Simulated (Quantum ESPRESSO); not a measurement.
# RuAu (Pm-3m) in Quantum ESPRESSO: a series of runs

Aim: see how the results for RuAu move with the level of theory and the settings. Levels: PBE, PBEsol. Tasks: phonons, energy-loss spectrum.

All numbers are computed with Quantum ESPRESSO 7.5; they aren't measurements. Logs are shortened: lines on timing, memory, paths and dates and some standing lists are left out, and cuts for length are marked.

## 1. Starting point

Symmetry: Pm-3m, No. 221, cubic system. Conventional cell: a = 3.165 Å, b = 3.165 Å, c = 3.165 Å, α = 90.00°, β = 90.00°, γ = 90.00°. Around Ru (site symmetry m-3m) lie 8 Au at 2.74 Å. Au (site symmetry m-3m) has 8 Ru at 2.74 Å as nearest neighbours.

The cell was built by a generator and needn't be a form met in nature.

## 2. Phonons, PBE

Input file pw.in:

```
&CONTROL
  calculation = 'scf'
  prefix = 'pwscf'
  outdir = './tmp'
  pseudo_dir = './pseudo'
  tprnfor = .true.
  tstress = .true.
  disk_io = 'low'
/
&SYSTEM
  ibrav = 0
  nat = 2
  ntyp = 2
  ecutwfc = 70
  nbnd = 25
  occupations = 'smearing'
  smearing = 'mv'
  degauss = 0.01469973
/
&ELECTRONS
  conv_thr = 4d-10
  electron_maxstep = 120
  mixing_beta = 0.5
/
ATOMIC_SPECIES
Ru   101.0700 44_Ru_16_2.3_2.5_pbe_n_v1.0.upf
Au   196.9666 79_Au_19_2.4_2.5_pbe_n_v1.0.upf
CELL_PARAMETERS angstrom
   3.1648100000    0.0000000000    0.0000000000
   0.0000000000    3.1648100000    0.0000000000
   0.0000000000    0.0000000000    3.1648100000
ATOMIC_POSITIONS crystal
Ru     0.0000000000    0.0000000000    0.0000000000
Au     0.5000000000    0.5000000000    0.5000000000
K_POINTS automatic
7 7 7 0 0 0
```

Input file scf2.in:

```
&CONTROL
  calculation = 'scf'
  prefix = 'pwscf'
  outdir = './tmp'
  pseudo_dir = './pseudo'
  tprnfor = .true.
  tstress = .true.
  disk_io = 'low'
/
&SYSTEM
  ibrav = 0
  nat = 2
  ntyp = 2
  ecutwfc = 70
  nbnd = 25
  occupations = 'smearing'
  smearing = 'mv'
  degauss = 0.01469973
/
&ELECTRONS
  conv_thr = 1d-13
  electron_maxstep = 120
  mixing_beta = 0.5
  startingpot = 'file'
  startingwfc = 'file'
/
ATOMIC_SPECIES
Ru   101.0700 44_Ru_16_2.3_2.5_pbe_n_v1.0.upf
Au   196.9666 79_Au_19_2.4_2.5_pbe_n_v1.0.upf
CELL_PARAMETERS angstrom
   3.1648100000    0.0000000000    0.0000000000
   0.0000000000    3.1648100000    0.0000000000
   0.0000000000    0.0000000000    3.1648100000
ATOMIC_POSITIONS crystal
Ru     0.0000000000    0.0000000000    0.0000000000
Au     0.5000000000    0.5000000000    0.5000000000
K_POINTS automatic
7 7 7 0 0 0
```

Input file ph.in:

```
phonons of RuAu
&INPUTPH
  prefix = 'pwscf'
  outdir = './tmp'
  tr2_ph = 1d-18
  fildyn = 'dyn'
  niter_ph = 90
  alpha_mix(1) = 0.4
/
0.0000000000 0.0000000000 0.0000000000
```

Input file dynmat.in:

```
&INPUT
  fildyn = 'dyn'
  asr = 'crystal'
  filout = 'dynmat.disp'
  fileig = 'dynmat.eig'
/
```

Potentials or basis: SPMS 1.0 PBE.

Launch:

```sh
$ OMP_NUM_THREADS=1 pw.x -in pw.in > pw.out
$ OMP_NUM_THREADS=1 pw.x -in scf2.in > scf2.out
$ OMP_NUM_THREADS=1 ph.x -in ph.in > ph.out
$ OMP_NUM_THREADS=1 dynmat.x -in dynmat.in > dynmat.out
```

pw.out:

```text
This program is part of the open-source Quantum ESPRESSO suite
     for quantum simulation of materials; please cite
[... 9 lines left out ...]
     --------------------
     sticks:   dense  smooth     PW     G-vecs:    dense   smooth      PW
     Sum         793     793    241                16879    16879    2777

     Using Slab Decomposition

     bravais-lattice index     =            0
     lattice parameter (alat)  =       5.9806  a.u.
     unit-cell volume          =     213.9142 (a.u.)^3
     number of atoms/cell      =            2
     number of atomic types    =            2
     number of electrons       =        35.00
     number of Kohn-Sham states=           25
     kinetic-energy cutoff     =      70.0000  Ry
     charge density cutoff     =     280.0000  Ry
     scf convergence threshold =      4.0E-10
     mixing beta               =       0.5000
     number of iterations used =            8  plain     mixing
     Exchange-correlation= PBE
                           (   1   4   3   4   0   0   0)

     celldm(1)=   5.980624  celldm(2)=   0.000000  celldm(3)=   0.000000
     celldm(4)=   0.000000  celldm(5)=   0.000000  celldm(6)=   0.000000

     crystal axes: (cart. coord. in units of alat)
               a(1) = (   1.000000   0.000000   0.000000 )
               a(2) = (   0.000000   1.000000   0.000000 )
               a(3) = (   0.000000   0.000000   1.000000 )

     reciprocal axes: (cart. coord. in units 2 pi/alat)
               b(1) = (  1.000000  0.000000  0.000000 )
               b(2) = (  0.000000  1.000000  0.000000 )
               b(3) = (  0.000000  0.000000  1.000000 )

     PseudoPot. # 1 for Ru read from file:
     44_Ru_16_2.3_2.5_pbe_n_v1.0.upf
     Pseudo is Norm-conserving + core correction, Zval = 16.0
     Generated using ONCVPSP code by D. R. Hamann
     Using radial grid of 1594 points,  6 beta functions with:
                l(1) =   0
                l(2) =   0
                l(3) =   1
                l(4) =   1
                l(5) =   2
                l(6) =   2

     PseudoPot. # 2 for Au read from file:
     79_Au_19_2.4_2.5_pbe_n_v1.0.upf
     Pseudo is Norm-conserving + core correction, Zval = 19.0
     Generated using ONCVPSP code by D. R. Hamann
     Using radial grid of 1358 points,  7 beta functions with:
                l(1) =   0
                l(2) =   0
                l(3) =   1
                l(4) =   1
                l(5) =   2
                l(6) =   2
                l(7) =   3

     atomic species   valence    mass     pseudopotential
     Ru               16.00   101.07000     Ru( 1.00)
     Au               19.00   196.96660     Au( 1.00)

     48 Sym. Ops., with inversion, found

   Cartesian axes

     site n.     atom                  positions (alat units)
         1        Ru     tau(   1) = (   0.0000000   0.0000000   0.0000000  )
         2        Au     tau(   2) = (   0.5000000   0.5000000   0.5000000  )

     number of k points=    20  Marzari-Vanderbilt smearing, width (Ry)=  0.0147
                       cart. coord. in units 2pi/alat
        k(    1) = (   0.0000000   0.0000000   0.0000000), wk =   0.0058309
        k(    2) = (   0.0000000   0.0000000   0.1428571), wk =   0.0349854
        k(    3) = (   0.0000000   0.0000000   0.2857143), wk =   0.0349854
        k(    4) = (   0.0000000   0.0000000   0.4285714), wk =   0.0349854
        k(    5) = (   0.0000000   0.1428571   0.1428571), wk =   0.0699708
        k(    6) = (   0.0000000   0.1428571   0.2857143), wk =   0.1399417
[... 12 lines left out ...]
        k(   19) = (   0.2857143   0.4285714   0.4285714), wk =   0.1399417
        k(   20) = (   0.4285714   0.4285714   0.4285714), wk =   0.0466472

     Dense  grid:    16879 G-vectors     FFT dimensions: (  32,  32,  32)

     Initial potential from superposition of free atoms

     starting charge      34.9991, renormalised to      35.0000
     Starting wfcs are   20 randomized atomic wfcs +    5 random wfcs

     Self-consistent Calculation

     iteration #  1     ecut=    70.00 Ry     beta= 0.50
     Davidson diagonalization with overlap
     ethr =  1.00E-02,  avg # of iterations =  3.1

     Threshold (ethr) on eigenvalues was too large:
     Diagonalizing with lowered threshold

     Davidson diagonalization with overlap
     ethr =  6.13E-04,  avg # of iterations =  1.1

     total energy              =    -488.54894168 Ry
     estimated scf accuracy    <       0.21661043 Ry

     iteration #  2     ecut=    70.00 Ry     beta= 0.50
     Davidson diagonalization with overlap
     ethr =  6.19E-04,  avg # of iterations =  2.0

     total energy              =    -488.58009578 Ry
     estimated scf accuracy    <       0.05930327 Ry

     iteration #  3     ecut=    70.00 Ry     beta= 0.50
     Davidson diagonalization with overlap
     ethr =  1.69E-04,  avg # of iterations =  2.3

     total energy              =    -488.59165916 Ry
     estimated scf accuracy    <       0.05257478 Ry
[... 26 lines left out ...]
     total energy              =    -488.60007667 Ry
     estimated scf accuracy    <       0.00000003 Ry

     iteration #  8     ecut=    70.00 Ry     beta= 0.50
     Davidson diagonalization with overlap
     ethr =  8.33E-11,  avg # of iterations =  4.0

     total energy              =    -488.60007669 Ry
     estimated scf accuracy    <          3.7E-09 Ry

     iteration #  9     ecut=    70.00 Ry     beta= 0.50
     Davidson diagonalization with overlap
     ethr =  1.05E-11,  avg # of iterations =  1.4

     End of self-consistent calculation

          k = 0.0000 0.0000 0.0000 (  2103 PWs)   bands (ev):

   -84.4151 -51.1473 -35.8164 -35.8164 -35.8164 -21.1192 -21.1192 -21.1192
    12.4613  14.8714  14.8714  17.1226  17.1226  17.1226  20.2552  20.2552
    21.9151  21.9151  21.9151  29.0206  29.0206  29.0206  35.6779  38.3599
    38.9356

          k = 0.0000 0.0000 0.1429 (  2096 PWs)   bands (ev):

   -84.4150 -51.1461 -35.8231 -35.8157 -35.8157 -21.1401 -21.1183 -21.1183
    12.8531  15.0310  15.1265  17.0940  17.0940  17.2295  19.9848  20.3600
    21.3743  21.3743  21.7386  27.2715  30.0663  30.0663  36.5990  38.1894
    38.8632

          k = 0.0000 0.0000 0.2857 (  2108 PWs)   bands (ev):

   -84.4146 -51.1435 -35.8381 -35.8142 -35.8142 -21.1868 -21.1164 -21.1164
    13.8953  15.4615  15.7869  17.0473  17.0473  17.5017  19.3114  20.4107
    20.4107  20.4854  21.3130  24.5098  32.5288  32.5288  36.2059  37.9502
    38.6549
[... 108 lines left out ...]
   -84.4129 -51.1305 -35.8470 -35.8470 -35.8329 -21.2046 -21.2045 -21.1687
    15.4783  15.9045  15.9526  16.3095  18.0213  18.1968  19.3367  19.3855
    21.2082  21.7284  25.1651  26.7136  26.7655  29.8672  31.3207  33.2711
    33.6366

          k = 0.4286 0.4286 0.4286 (  2146 PWs)   bands (ev):

   -84.4126 -51.1282 -35.8457 -35.8455 -35.8455 -21.2037 -21.2037 -21.2028
    15.7627  15.9561  15.9561  17.6298  17.6298  17.7050  19.0312  19.0312
    21.7492  21.7492  25.2217  27.6615  29.2342  29.2342  30.3335  31.6623
    31.6623

     the Fermi energy is    21.2867 ev

!    total energy              =    -488.60007669 Ry
     estimated scf accuracy    <          1.1E-10 Ry
     smearing contrib. (-TS)   =      -0.00079202 Ry
     internal energy E=F+TS    =    -488.59928467 Ry

     The total energy is F=E-TS. E is the sum of the following terms:
     one-electron contribution =    -111.55067887 Ry
     hartree contribution      =      77.71750515 Ry
     xc contribution           =     -80.52597087 Ry
     ewald contribution        =    -374.24014008 Ry

     convergence has been achieved in   9 iterations

     Forces acting on atoms (cartesian axes, Ry/au):

     atom    1 type  1   force =     0.00000000    0.00000000    0.00000000
     atom    2 type  2   force =     0.00000000    0.00000000    0.00000000

     Total force =     0.000000     Total SCF correction =     0.000000

     Computing stress (Cartesian axis) and pressure

          total   stress  (Ry/bohr**3)                   (kbar)     P=       -0.31
  -0.00000207   0.00000000   0.00000000           -0.31        0.00        0.00
   0.00000000  -0.00000207   0.00000000            0.00       -0.31        0.00
   0.00000000   0.00000000  -0.00000207            0.00        0.00       -0.31

=------------------------------------------------------------------------------=
   JOB DONE.
=------------------------------------------------------------------------------=
```

Wall time 5.7 min (1 thread of Intel Xeon at 2.50GHz (Skylake/Cascade Lake), shared host); peak memory 0.07 GiB.

Results:

```
Free energy                   : -6647.7427 eV
Pressure after relaxing       : 0.0 GPa
Band gap on the k mesh        : none (metal or under the smearing width)
Highest phonon frequency at Γ : 183 cm⁻¹
```

Phonon frequencies in cm⁻¹ (negative: imaginary):
| q point | frequencies |
| --- | --- |
| (0.000, 0.000, 0.000) | -3 -3 -3 183 183 183 |

Optical modes at Γ, degenerate ones joined:
| cm⁻¹ | components | symmetry | active in |
| --- | --- | --- | --- |
| 183 | 3 | T1u | IR |

Caveat: the mesh is thin for the phonons of a metal. Spin-orbit coupling is left out, which matters for the levels of Au.

[end of part 1 of 3]
